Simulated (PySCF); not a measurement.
# [Pb(OH)3]−: forces at shaken geometries

How stiff is [Pb(OH)3]−? Its atoms are displaced at random by several amounts. The structure is generated, not taken from experiment.

The runs use PySCF 2.14.0; PBE0, Pb def2-SVP with ECP60, O def2-SVP, H def2-SVP; scalar-relativistic core potentials, no spin–orbit coupling.

2 further runs of the same task are left out: 2 for a known fault of the program. Runs told in other sessions of the task aren't counted.

**1. Starting geometry**

7 atoms, charge -1, spin multiplicity 1.

Bond lengths: Pb1–O2 2.191 Å, Pb1–O4 2.191 Å, Pb1–O6 2.191 Å, O2–H3 0.969 Å, O4–H5 0.969 Å, O6–H7 0.969 Å. Angles: O2–Pb1–O4 88.0°, O2–Pb1–O6 88.0°, O4–Pb1–O6 88.0°, Pb1–O2–H3 96.4°, Pb1–O4–H5 96.4°, Pb1–O6–H7 96.4°.

Geometry (Å):

```xyz
7
charge -1, multiplicity 1
Pb    0.00000    0.00000   -0.23813
O     1.74328    0.22399    1.06921
H     1.50033   -0.47420    1.69495
O    -1.06562    1.39773    1.06921
H    -0.33950    1.53643    1.69495
O    -0.67766   -1.62172    1.06921
H    -1.16084   -1.06223    1.69495
```

Formal oxidation states: Pb +2. An earlier session relaxed this geometry at PBE0, Pb def2-SVP with ECP60, O def2-SVP, H def2-SVP (singlet, point group C3).

Its energy there is -420.002451 Eh.

**2. Atoms moved at random, σ = 0.1 Å**

Contents of run.py (the lines that set the calculation):

```python
mol = gto.M(atom='''
Pb     0.10209     0.09957    -0.24756
O      1.73082     0.06701     1.12153
H      1.51096    -0.50789     1.74293
O     -1.18737     1.35684     1.03063
H     -0.50129     1.69698     1.76260
O     -0.52363    -1.64633     1.08724
H     -1.13157    -1.06619     1.55698''',
    basis={'Pb': 'def2-SVP', 'O': 'def2-SVP', 'H': 'def2-SVP'},
    ecp={'Pb': 'def2-SVP'},
    charge=-1, spin=0)
mf = dft.RKS(mol, xc='PBE0')
mf.grids.atom_grid = (50, 194)
mf = mf.density_fit()  # fitting sets: Pb def2-universal-JKFIT, O def2-universal-JKFIT, H def2-universal-JKFIT
mf.conv_tol = 1e-08; mf.max_cycle = 55
mf.kernel(dm0)  # dm0: the density of the relaxed state
```

Run with:

```
$ OMP_NUM_THREADS=2 python run.py
```

The program printed:

```text
init E= -419.970878394925
  HOMO = -0.063220486072008  LUMO = 0.15896664766324  gap/eV = 6.04602
cycle= 1 E= -419.975676473852  delta_E= -0.0048  |g|= 0.123  |ddm|= 0.529
  HOMO = -0.0328076474539811  LUMO = 0.176923923531941  gap/eV = 5.70709
cycle= 2 E= -419.970950468722  delta_E= 0.00473  |g|=  0.2  |ddm|= 0.292
  HOMO = -0.0482105046656694  LUMO = 0.174764569200282  gap/eV = 6.06746
cycle= 3 E= -419.979276208476  delta_E= -0.00833  |g|= 0.0307  |ddm|= 0.18
  HOMO = -0.0480117264076877  LUMO = 0.173959738690183  gap/eV = 6.04015
cycle= 4 E= -419.979463081173  delta_E= -0.000187  |g|= 0.00383  |ddm|= 0.03
  HOMO = -0.047923711205822  LUMO = 0.174063705970214  gap/eV = 6.04059
cycle= 5 E= -419.979466034087  delta_E= -2.95e-06  |g|= 0.00214  |ddm|= 0.00613
  HOMO = -0.0481652745415159  LUMO = 0.174024384628076  gap/eV = 6.04609
cycle= 6 E= -419.979466788439  delta_E= -7.54e-07  |g|= 0.00104  |ddm|= 0.0025
  HOMO = -0.0481175558633458  LUMO = 0.174014685922993  gap/eV = 6.04453
cycle= 7 E= -419.979467030563  delta_E= -2.42e-07  |g|= 0.000155  |ddm|= 0.00111
  HOMO = -0.0481072233630629  LUMO = 0.174019525655888  gap/eV = 6.04438
cycle= 8 E= -419.979467034223  delta_E= -3.66e-09  |g|= 8.82e-05  |ddm|= 0.000191
  HOMO = -0.048109615601976  LUMO = 0.174021211629147  gap/eV = 6.04449
Extra cycle  E= -419.979467030752  delta_E= 3.47e-09  |g|= 0.000161  |ddm|= 0.000194
converged SCF energy = -419.979467030752
```

Run time: 3.3 s. Hardware: 2 threads of Arm Neoverse N1, shared host.

Result: E = -419.979467 Eh (+0.625 eV from the relaxed state), HOMO -1.31 eV, LUMO 4.74 eV, Mulliken charge on Pb1 +0.48 e, largest force component 4.913 eV/Å. 

| atom | Fx | Fy | Fz (eV/Å) |
| --- | --- | --- | --- |
| Pb1 | -0.497 | -0.907 | 0.594 |
| O2 | 2.574 | 4.913 | -4.408 |
| H3 | -2.021 | -4.447 | 4.426 |
| O4 | 2.289 | 1.174 | 2.289 |
| H5 | -2.212 | -1.259 | -2.384 |
| O6 | 0.099 | 0.411 | -0.832 |
| H7 | -0.232 | 0.116 | 0.314 |

**3. Atoms moved at random, σ = 0.1 Å**

Contents of run.py (the lines that set the calculation):

```python
mol = gto.M(atom='''
Pb    -0.00074     0.21674    -0.03076
O      1.60813     0.27038     1.20139
H      1.62476    -0.42994     1.63391
O     -1.08839     1.25361     1.12344
H     -0.33371     1.40419     1.60220
O     -0.68506    -1.70137     0.89323
H     -1.12499    -1.01361     1.63094''',
    basis={'Pb': 'def2-SVP', 'O': 'def2-SVP', 'H': 'def2-SVP'},
    ecp={'Pb': 'def2-SVP'},
    charge=-1, spin=0)
mf = dft.RKS(mol, xc='PBE0')
mf.grids.atom_grid = (50, 194)
mf = mf.density_fit()  # fitting sets: Pb def2-universal-JKFIT, O def2-universal-JKFIT, H def2-universal-JKFIT
mf.conv_tol = 1e-08; mf.max_cycle = 55
mf.kernel(dm0)  # dm0: the density of the relaxed state
```

Run with:

```
$ OMP_NUM_THREADS=2 python run.py
```

The program printed:

```text
init E= -420.072739874876
  HOMO = -0.0557996825696456  LUMO = 0.181448805355743  gap/eV = 6.45586
cycle= 1 E= -419.894252429818  delta_E= 0.178  |g|= 0.195  |ddm|= 0.816
  HOMO = 0.00250892380147056  LUMO = 0.208078513868396  gap/eV = 5.59383
cycle= 2 E= -419.871933387554  delta_E= 0.0223  |g|= 0.384  |ddm|= 0.553
  HOMO = -0.0315553907665489  LUMO = 0.203871463405805  gap/eV = 6.40629
cycle= 3 E= -419.903550593501  delta_E= -0.0316  |g|= 0.0404  |ddm|= 0.353
  HOMO = -0.0336682516570228  LUMO = 0.202577956889738  gap/eV = 6.42859
cycle= 4 E= -419.903845167168  delta_E= -0.000295  |g|= 0.0112  |ddm|= 0.0427
  HOMO = -0.0334619339339532  LUMO = 0.202665388010623  gap/eV = 6.42535
cycle= 5 E= -419.903866102966  delta_E= -2.09e-05  |g|= 0.0047  |ddm|= 0.0129
  HOMO = -0.0335466174534034  LUMO = 0.202696952604743  gap/eV = 6.42851
cycle= 6 E= -419.903870576249  delta_E= -4.47e-06  |g|= 0.000668  |ddm|= 0.00477
  HOMO = -0.0335940469824827  LUMO = 0.202669517485069  gap/eV = 6.42906
cycle= 7 E= -419.90387067489  delta_E= -9.86e-08  |g|= 0.000289  |ddm|= 0.00124
  HOMO = -0.0335840521389947  LUMO = 0.202674332723453  gap/eV = 6.42892
cycle= 8 E= -419.90387068895  delta_E= -1.41e-08  |g|= 0.000125  |ddm|= 0.000323
  HOMO = -0.0335817725754488  LUMO = 0.202675514254966  gap/eV = 6.42889
cycle= 9 E= -419.903870692239  delta_E= -3.29e-09  |g|= 1.43e-05  |ddm|= 0.000134
  HOMO = -0.0335826512465154  LUMO = 0.202674173745774  gap/eV = 6.42888
Extra cycle  E= -419.903870692219  delta_E= 2.02e-11  |g|= 1.95e-05  |ddm|= 3.97e-05
converged SCF energy = -419.903870692219
```

Wall time 3.7 s (2 threads of Arm Neoverse N1, shared host).

Read off: E = -419.903871 Eh (+2.683 eV from the relaxed state), HOMO -0.91 eV, LUMO 5.52 eV, Mulliken charge on Pb1 +0.45 e, largest force component 10.900 eV/Å. 

| atom | Fx | Fy | Fz (eV/Å) |
| --- | --- | --- | --- |
| Pb1 | 1.924 | -5.110 | -8.559 |
| O2 | 1.855 | 10.900 | -4.494 |
| H3 | 0.226 | -10.565 | 6.597 |
| O4 | -6.398 | 3.100 | 2.607 |
| H5 | 2.593 | 1.537 | 3.445 |
| O6 | -1.569 | 3.212 | 2.908 |
| H7 | 1.369 | -3.075 | -2.503 |

**4. Atoms moved at random, σ = 0.03 Å**

Contents of run.py (the lines that set the calculation):

```python
mol = gto.M(atom='''
Pb     0.03332    -0.03206    -0.22529
O      1.77190     0.21358     1.01874
H      1.48708    -0.44892     1.70544
O     -1.11118     1.38980     1.11424
H     -0.33764     1.55916     1.69484
O     -0.71420    -1.60825     1.06727
H     -1.12927    -1.07331     1.67911''',
    basis={'Pb': 'def2-SVP', 'O': 'def2-SVP', 'H': 'def2-SVP'},
    ecp={'Pb': 'def2-SVP'},
    charge=-1, spin=0)
mf = dft.RKS(mol, xc='PBE0')
mf.grids.atom_grid = (50, 194)
mf = mf.density_fit()  # fitting sets: Pb def2-universal-JKFIT, O def2-universal-JKFIT, H def2-universal-JKFIT
mf.conv_tol = 1e-08; mf.max_cycle = 55
mf.kernel(dm0)  # dm0: the density of the relaxed state
```

Run with:

```
$ OMP_NUM_THREADS=2 python run.py
```

The program printed:

```text
init E= -419.999689679679
  HOMO = -0.0553516214504803  LUMO = 0.180241583949848  gap/eV = 6.41082
cycle= 1 E= -419.995665369278  delta_E= 0.00402  |g|= 0.0564  |ddm|= 0.22
  HOMO = -0.0456864675614238  LUMO = 0.185404354614844  gap/eV = 6.28830
cycle= 2 E= -419.994138797159  delta_E= 0.00153  |g|= 0.106  |ddm|= 0.15
  HOMO = -0.051456414981211  LUMO = 0.184454435423929  gap/eV = 6.41946
cycle= 3 E= -419.996505868004  delta_E= -0.00237  |g|= 0.00821  |ddm|= 0.0892
  HOMO = -0.0515247302434313  LUMO = 0.184239104028655  gap/eV = 6.41546
cycle= 4 E= -419.996517380559  delta_E= -1.15e-05  |g|= 0.00289  |ddm|= 0.00878
  HOMO = -0.0516384362931822  LUMO = 0.184255580177512  gap/eV = 6.41900
cycle= 5 E= -419.996518477236  delta_E= -1.1e-06  |g|= 0.00191  |ddm|= 0.00379
  HOMO = -0.0515991031431464  LUMO = 0.18427455040691  gap/eV = 6.41845
cycle= 6 E= -419.9965192362  delta_E= -7.59e-07  |g|= 0.000234  |ddm|= 0.00173
  HOMO = -0.0516002787888158  LUMO = 0.18426418904891  gap/eV = 6.41820
cycle= 7 E= -419.996519245573  delta_E= -9.37e-09  |g|= 0.000124  |ddm|= 0.000341
  HOMO = -0.0516065497657874  LUMO = 0.1842637241739  gap/eV = 6.41836
cycle= 8 E= -419.996519248682  delta_E= -3.11e-09  |g|= 2.8e-05  |ddm|= 0.000114
  HOMO = -0.0515998347666914  LUMO = 0.184266434422235  gap/eV = 6.41825
Extra cycle  E= -419.996519248419  delta_E= 2.63e-10  |g|= 4.68e-05  |ddm|= 6.95e-05
converged SCF energy = -419.996519248419
```

Wall time 3.4 s (2 threads of Arm Neoverse N1, shared host).

Read off: E = -419.996519 Eh (+0.161 eV from the relaxed state), HOMO -1.40 eV, LUMO 5.01 eV, Mulliken charge on Pb1 +0.47 e, largest force component 2.293 eV/Å. 

| atom | Fx | Fy | Fz (eV/Å) |
| --- | --- | --- | --- |
| Pb1 | -0.795 | 0.516 | -0.242 |
| O2 | -0.106 | -0.864 | 1.218 |
| H3 | 0.485 | 0.837 | -0.782 |
| O4 | 0.941 | -0.310 | -0.004 |
| H5 | -0.552 | -0.060 | -0.328 |
| O6 | 1.658 | -2.156 | -2.155 |
| H7 | -1.632 | 2.037 | 2.293 |

**5. Results**

| σ (Å) | energy rise (eV) | harmonic estimate −½ F·u (eV) | largest force component (eV/Å) |
| --- | --- | --- | --- |
| 0.1 | 0.625 | 0.661 | 4.91 |
| 0.1 | 2.683 | 2.714 | 10.90 |
| 0.03 | 0.161 | 0.167 | 2.29 |

Every displacement raises the energy. For a harmonic well the rise equals −½ F·u; the two differ by at most 6 % here (a move with σ = 0.1 Å), from anharmonicity, the grid and the small forces left at the relaxed point. The largest moves cost over 1 eV, far outside the harmonic range, so agreement there can come from errors that cancel between squeezed and stretched bonds. These are double-zeta-type bases without diffuse functions. Spin–orbit coupling is left out.
